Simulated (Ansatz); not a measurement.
Write a Python script for Ansatz 0.2.0 through its Python package that makes a single point in a Gaussian basis of CH₄AlNSi, SMILES [CH]1=N[SiH2][AlH]1. Settings: Hartree-Fock, pcseg-2 basis, multiplicity 1.

`ch4alnsi.xyz`
```text
8

C    -0.45370    0.41500   -1.23820
N     0.57850    1.08110   -0.82590
Si    0.81190    0.21710    0.69340
Al   -0.75880   -0.87230    0.23320
H    -1.10200    0.57560   -2.16140
H     0.66660    1.12300    1.86170
H     2.11960   -0.55870    0.67750
H    -1.77010   -2.03790    0.70390
```

`run_energy.py`
```python
"""Single point of CH4AlNSi."""

import warnings

import ansatz as az


def main() -> None:
    warnings.simplefilter("ignore", az.DeckWarning)

    ch4alnsi = az.Crystal.molecule_from_extxyz("ch4alnsi.xyz")

    job = ch4alnsi.calculation()
    job = job.basis(gaussian="pcseg-2")
    job = job.functional("hf")
    rep = job.session().plan(threads=1).execute().report

    print(f"E = {rep['free_energy_ev']:.6f} eV = {rep['free_energy_ev'] / 27.211386246:.7f} Ha")
    print("converged:", rep["converged"], " doubts:", rep["published_state_doubts"] or "none")

    field = rep["mean_field"]
    print("<S^2> =", round(abs(field["state"]["spin_squared"]), 4), " relativity:", field["relativity"])
    print("passes:", field["passes"])
    if "symmetry" in field:
        print("occupied orbitals by irrep:", field["symmetry"]["occupied"])


if __name__ == "__main__":
    main()
```

Running `python run_energy.py` prints:
```text
E = -17017.926514 eV = -625.3972642 Ha
converged: True  doubts: none
<S^2> = 0.0  relativity: none
passes: {'evaluations': 17, 'products': 22}
occupied orbitals by irrep: [{'A': 22}, {'A': 22}]
```

What to keep in mind:
- Total energies depend on the basis set; only differences at equal settings carry meaning.
- The geometry is a force-field or estimated start, not a minimum of this method, and the basis set is short of its limit.
- Hardware and time: 2.2 s on 1 thread of Arm Neoverse V2, on a shared host, peak memory 0.35 GiB.

(A comment or docstring line of the script was reworded after the run, the code is as it ran; lines on the test bed's own set-up are left out of the output.)
